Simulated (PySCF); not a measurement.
# C4H7NSi: the cost of one run

Programs: PySCF 2.14.0, with density-fitted response routines of our own. Each step states its level of theory. These are calculated values for one molecule in the gas phase, unless marked as measured. Atoms are numbered from 0 throughout.

### Step 1. The starting structure

13 atoms, charge 0, multiplicity 1; geometry from: GFN2-xTB. The atoms were then displaced at random by about 0.01 Å, so the start is not that level's minimum.

Bonds of the start (Å): C0–C1 1.48, C1–C2 1.22, C2–C3 1.37, C3–N4 1.29, N4–Si5 1.71, C0–H6 1.07, C0–H7 1.09, C0–H8 1.07, C3–H9 1.08, Si5–H10 1.46, Si5–H11 1.46, Si5–H12 1.45.

### Step 2. Optimising the geometry at PBE0-D3(BJ)/def2-SVP

Job settings and geometry (Å):

```
{"job": {"xc": "PBE0", "basis": "def2-SVP", "d3": "d3bj", "grid": 1, "shake": 0.01, "kind": "geom"}, "charge": 0, "multiplicity": 1}
C      2.805030    -0.360480     0.200530
C      1.499690     0.260150    -0.094940
C      0.426080     0.779630    -0.353460
C     -0.786190     1.352590    -0.623660
N     -1.946480     0.822170    -0.414090
Si    -2.485790    -0.657400     0.248320
H      2.715770    -1.422940     0.156510
H      3.124520    -0.036880     1.189960
H      3.526230     0.004780    -0.507570
H     -0.790350     2.346220    -1.057200
H     -3.262070    -1.244040    -0.839490
H     -3.317240    -0.244520     1.378370
H     -1.503380    -1.616150     0.706390
```

Started as:

```sh
$ OMP_NUM_THREADS=1 python probes_run.py task.json out
```

This one command runs all jobs of the session in turn.

**Question.** How long does this first job take on 1 thread of Arm Neoverse V1, shared host, and how much memory does it need?

About 66 s, with a peak of 0.5 GiB.
